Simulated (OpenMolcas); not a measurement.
# BHOF2 (difluorohydroxyborane): O3LYP/ANO-XS-VDZP (DKH2), part 2 of 2

OpenMolcas 26.06.

## 3. The doublet anion, same level

Input file struct.xyz:

```xyz
5

O      0.031910     0.983470     0.158720
B      0.104930    -0.333240     0.136890
F      0.724520    -0.991730     1.090370
F     -0.428080    -1.073520    -0.827330
H     -0.433280     1.415020    -0.558650
```

Input file job.input:

```
&gateway
  coord=struct.xyz
  basis=ANO-XS-VDZP
  group=NoSym

&seward
  relativistic=R02E00
  gridinput
  Grid=Coarse
  End of Grid

&scf
  uhf
  charge=-1
  spin=2
  ksdft=O3LYP
  prorbitals=1 1

&alaska
```

Command:

```
$ export MOLCAS_MEM=1860
$ pymolcas job.input > job.log
```

The log of the run:

```text
--- Start Module: gateway ---

                                              &GATEWAY

                       available to each process: 1.9 GB of memory, 1 thread

++    Symmetry information:
      ---------------------

                    Character Table for C1

                             E
                    a        1  x, y, xy, Rz, z, xz, Ry, yz, Rx, I
--

++    Basis set information:
      ----------------------

      Basis set label: O.ANO-XS...3S2P1D.

      Electronic valence basis set:
      ------------------
      Associated Effective Charge   8.000000 au
      Associated Actual Charge      8.000000 au
      Nuclear Model: Finite nucleus - Gaussian distribution
        Gaussian exponent, Xi/bohr**(-2):  5.86314E+08

      Shell  nPrim  nBasis  Cartesian Spherical Contaminant
         s       8       3        X
         p       4       2        X
         d       1       1                 X

      Basis set label: B.ANO-XS...3S2P1D.

      Electronic valence basis set:
      ------------------
      Associated Effective Charge   5.000000 au
      Associated Actual Charge      5.000000 au
      Nuclear Model: Finite nucleus - Gaussian distribution
        Gaussian exponent, Xi/bohr**(-2):  7.11787E+08

      Shell  nPrim  nBasis  Cartesian Spherical Contaminant
         s       8       3        X
         p       4       2        X
         d       1       1                 X

      Basis set label: F.ANO-XS...3S2P1D.

      Electronic valence basis set:
      ------------------
      Associated Effective Charge   9.000000 au
      Associated Actual Charge      9.000000 au
      Nuclear Model: Finite nucleus - Gaussian distribution
        Gaussian exponent, Xi/bohr**(-2):  5.35469E+08

      Shell  nPrim  nBasis  Cartesian Spherical Contaminant
         s       8       3        X
         p       4       2        X
         d       1       1                 X

      Basis set label: H.ANO-XS...2S1P.

      Electronic valence basis set:
      ------------------
      Associated Effective Charge   1.000000 au
      Associated Actual Charge      1.000000 au
      Nuclear Model: Finite nucleus - Gaussian distribution
        Gaussian exponent, Xi/bohr**(-2):  2.12482E+09

      Shell  nPrim  nBasis  Cartesian Spherical Contaminant
         s       4       2        X
         p       1       1        X
--

++    Molecular structure info:
      -------------------------

                    ************************************************
                    **** Cartesian Coordinates / bohr, angstrom ****
                    ************************************************

     Center  Label                x              y              z                     x              y              z
        1      O1               0.060301       1.858489       0.299937              0.031910       0.983470       0.158720
        2      B2               0.198289      -0.629732       0.258685              0.104930      -0.333240       0.136890
        3      F3               1.369144      -1.874098       2.060501              0.724520      -0.991730       1.090370
        4      F4              -0.808954      -2.028659      -1.563427             -0.428080      -1.073520      -0.827330
        5      H5              -0.818781       2.674000      -1.055696             -0.433280       1.415020      -0.558650

                    ***************************************
                    *    InterNuclear Distances / bohr    *
                    ***************************************

               1 O1            2 B2            3 F3            4 F4            5 H5
    1 O1       0.000000
    2 B2       2.492386        0.000000
    3 F3       4.329533        2.483121        0.000000
    4 F4       4.397459        2.508311        4.230940        0.000000
    5 H5       1.809857        3.698199        5.931517        4.729999        0.000000

                    *******************************************
                    *    InterNuclear Distances / angstrom    *
                    *******************************************

               1 O1            2 B2            3 F3            4 F4            5 H5
    1 O1       0.000000
    2 B2       1.318914        0.000000
    3 F3       2.291090        1.314011        0.000000
    4 F4       2.327035        1.327341        2.238917        0.000000
    5 H5       0.957735        1.957003        3.138824        2.503008        0.000000

                    **************************************
                    *    Valence Bond Angles / degree    *
                    **************************************
                          Atom centers                 Phi
                      2 B2       1 O1       5 H5       117.67
                      1 O1       2 B2       3 F3       120.96
                      1 O1       2 B2       4 F4       123.13
                      3 F3       2 B2       4 F4       115.91

           ***************************************************************
           *              Valence Dihedral Angles / degree               *
           ***************************************************************
                    Atom centers                       Phi1     Phi2     Theta
           3 F3       2 B2       1 O1       5 H5        120.96   117.67  -179.81
           4 F4       2 B2       1 O1       5 H5        123.13   117.67     0.25
--

            Nuclear Potential Energy            113.45164618 au

--- Stop Module: gateway /rc=_RC_ALL_IS_WELL_ ---

--- Start Module: seward ---

                                              &SEWARD

[... 52 lines left out ...]
      Nuclear repulsion energy =  113.45164618
[... 64 lines left out ...]
++ Convergence information
                               UHF O3LYP      iterations: Energy and convergence statistics
[... 24 lines left out ...]
       Convergence after  18 Iterations
[... 3 lines left out ...]
 *                                             SCF/KS-DFT Program, Final results                                             *
 *                                                       Final Results                                                       *
[... 85 lines left out ...]
      Total electronic charge=   33.000000

      Total            charge=   -1.000000
--

++    Static properties:
      ------------------

      LoProp Charges per center

                   O1       B2       F3       F4       H5
      Nuclear      8.0000   5.0000   9.0000   9.0000   1.0000
      Electronic  -8.6718  -4.4686  -9.3580  -9.3593  -1.1422

      Total       -0.6718   0.5314  -0.3580  -0.3593  -0.1422
--

++    Natural Bond Order analysis
      ---------------------------
      Based on LoProp computed density
      -------------------------------------------------------------------------------------
      Atom A       Atom B       Bond Order
      -------------------------------------------------------------------------------------
      NBO located      0.993 non-bonded electrons on atom O1
      NBO located      0.928 non-bonded electrons on atom O1
      NBO located      0.979 non-bonded electrons on atom B2
      NBO located      1.000 non-bonded electrons on atom F3
      NBO located      1.017 non-bonded electrons on atom F3
      NBO located      1.000 non-bonded electrons on atom F4
      NBO located      1.009 non-bonded electrons on atom F4
      The remaining   10.167 electrons are to be considered as diffuse
--

++    Molecular orbitals:
      -------------------

      Title: Natural orbitals

      Molecular orbitals for symmetry species 1: a

          Orbital            1         2         3         4         5         6         7         8         9        10
          Energy          -24.3105  -24.3061  -18.7219   -6.5236   -0.8530   -0.7240   -0.4326   -0.2097   -0.1738   -0.4110
          Occ. No.          2.0000    2.0000    2.0000    2.0000    2.0000    2.0000    2.0000    2.0000    2.0000    2.0000

          Orbital           11        12        13        14        15        16        17        18        19        20
          Energy           -0.2833   -0.0835   -0.2491   -0.5871   -0.2436   -0.2336    0.2767    0.6831    0.3715    1.1816
          Occ. No.          2.0000    2.0000    2.0000    2.0000    2.0000    1.9998    1.0000    0.0002    0.0000    0.0000

          Orbital           21        22        23        24        25        26        27        28        29        30
          Energy            1.1023    1.7370    0.9287    1.2127    1.0920    1.0968    1.2119    1.1890    1.2798    3.5164
          Occ. No.          0.0000    0.0000    0.0000    0.0000    0.0000    0.0000    0.0000    0.0000    0.0000    0.0000

          Orbital           31        32        33        34        35        36        37        38        39        40
          Energy            1.8357    3.4915    2.3568    0.4876    1.0583    1.6511    1.5229    1.1924    1.6819    1.9594
          Occ. No.          0.0000    0.0000    0.0000    0.0000    0.0000    0.0000    0.0000    0.0000    0.0000    0.0000

          Orbital           41        42        43        44        45        46        47        48        49        50
          Energy            2.8790    2.0832    1.6714    2.1778    2.5378    1.7489    2.6586    2.8042    2.6822    3.0390
          Occ. No.          0.0000    0.0000    0.0000    0.0000    0.0000    0.0000    0.0000    0.0000    0.0000    0.0000

          Orbital           51        52        53        54        55        56        57        58        59        60
          Energy            2.7822    3.7869    2.8685    3.4325    2.7358    3.6999    3.9840    3.6156    3.6246    3.0714
          Occ. No.          0.0000    0.0000    0.0000    0.0000    0.0000    0.0000    0.0000    0.0000    0.0000    0.0000

--

++    Molecular properties:
      ---------------------

      Charge (e):
                      =   -1.0000
      Dipole Moment (debye):
      Origin of the operator (angstrom)=    0.1039   -0.3901    0.1285
                   X=  1.0659E+00               Y= -4.0444E+00               Z=  1.3034E+00           Total=  4.3809E+00
      Center of Charge (angstrom)
                     X=   -0.11797001               Y=    0.45194188               Z=   -0.14288180
      Quadrupole Moment (debye*angstrom):
      Origin of the operator (angstrom)=    0.1039   -0.3901    0.1285
                  XX= -2.5178E+01              XY=  2.4056E+00              XZ= -2.8271E+00              YY= -3.5083E+01
                  YZ=  2.6738E+00              ZZ= -2.7681E+01
      In traceless form (debye*angstrom)
                  XX=  6.2038E+00              XY=  3.6084E+00              XZ= -4.2407E+00              YY= -8.6537E+00
                  YZ=  4.0107E+00              ZZ=  2.4499E+00
--

--- Stop Module: scf /rc=_RC_ALL_IS_WELL_ ---
--- Module scf spent 3 seconds ---

--- Start Module: alaska ---

                                              &ALASKA

                       available to each process: 1.9 GB of memory, 1 thread

                     Threshold for contributions to the gradient: 1.000E-07

                    ********************************************
                    * Symmetry Adapted Cartesian Displacements *
                    ********************************************

           Irreducible representation : a
           Basis function(s) of irrep: x, y, xy, Rz, z, xz, Ry, yz, Rx, I

 Basis Label        Type   Center Phase
   1   O1           x         1     1
   2   O1           y         1     1
   3   O1           z         1     1
   4   B2           x         2     1
   5   B2           y         2     1
   6   B2           z         2     1
   7   F3           x         3     1
   8   F3           y         3     1
   9   F3           z         3     1
  10   F4           x         4     1
  11   F4           y         4     1
  12   F4           z         4     1
  13   H5           x         5     1
  14   H5           y         5     1
  15   H5           z         5     1

                     No automatic utilization of translational and rotational invariance of the energy is employed.

 DFT contribution computed for a moving grid.

 Conventional ERI gradients!

 **************************************************
 *              Molecular gradients               *
 **************************************************

  Irreducible representation: a
 ------------------------------------------------------------------------------------------
                              X                       Y                       Z
 ------------------------------------------------------------------------------------------
  O1               -5.08215027877952E-02    8.12827337470168E-03   -8.24836767870099E-02
  B2                1.31468272033961E-02   -3.81131096087561E-02    1.71774312138248E-02
  F3               -3.01654824612392E-02    4.00538520340863E-02   -4.54322298922669E-02
  F4                1.67559682862697E-02    3.83572171194881E-02    3.20788407558315E-02
  H5                5.10841897593536E-02   -4.84262329195697E-02    7.86596347095898E-02
 ------------------------------------------------------------------------------------------

--- Stop Module: alaska /rc=_RC_ALL_IS_WELL_ ---

.##################.
.# Happy landing! #.
.##################.

    Timing: Wall=5.66 User=4.64 System=0.99
```

Wall time 6 s (1 thread of Arm Neoverse V1, shared host); peak memory 0.4 GiB.

## 4. What came out

This closing draws on all 2 parts.

Level: O3LYP/ANO-XS-VDZP (DKH2).

| quantity | value |
| --- | --- |
| singlet BHOF2: total energy | -300.65225 Eh |
| singlet BHOF2: dipole moment | 2.24 D |
| singlet BHOF2: HOMO energy | -9.46 eV |
| singlet BHOF2: LUMO energy | 0.91 eV |
| singlet BHOF2: HOMO–LUMO gap | 10.37 eV |
| singlet BHOF2: largest force on an atom | 2.395 eV/Å |
| doublet anion: total energy | -300.51348 Eh |
| doublet anion: HOMO energy (highest over α and β) | 6.55 eV |
| doublet anion: LUMO energy (lowest over α and β) | 7.62 eV |
| doublet anion: ⟨S²⟩ | 0.751 |
| doublet anion: largest force on an atom | 5.428 eV/Å |
| vertical electron affinity (to the doublet anion) | -3.776 eV |

What this shows: The anion lies 3.78 eV (87 kcal/mol) above the neutral: the electron isn't bound at this level, and such a value depends on the basis. Without diffuse functions anions come out too high. The largest force (singlet BHOF2) is 2.40 eV/Å: the shape isn't a stationary point for this species at this level. The HOMO (doublet anion) lies at positive energy, 6.55 eV; only total energies tell whether the electron is bound.
